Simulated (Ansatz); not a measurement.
# BiTe in Ansatz: the effect of functional

The system is BiTe.

```
Bi Te
1.0
     2.37325    1.37020    3.24957
    -2.37325    1.37020    3.24957
     0.00000   -2.74039    3.24957
Bi Te
1 1
Direct
  0.50000 0.50000 0.50000
  0.00000 0.00000 0.00000
```

The cell comes from a database or a generator and needn't be the stable form of this composition.

The cell isn't the ideal one: volume scaled by 0.94.

Alike in all runs:

- Program: Ansatz 0.2.0
- Task: single point
- Potentials or basis: Ansatz PAW
- k mesh: 7 × 7 × 7
- Occupations: fermi-dirac, width 0.05 eV
- Spin: no spin polarisation

Q: One run gave: pressure 2.9 GPa. Which functional did it use?
A. LDA
B. r2SCAN
C. PBEsol

A: B.

| functional | cutoff | pressure (GPa) |
| --- | --- | --- |
| LDA | 420 eV (not typed: the program's choice for these potentials) | -0.4 |
| PBEsol | 420 eV (not typed: the program's choice for these potentials) | 0.8 |
| r2SCAN | 500 eV (not typed: the program's choice for these potentials) | 2.9 |

Caveats: the PAW data sets come from PBE, with cores solved anew for the run's functional, which leaves a small shift of forces and pressure.
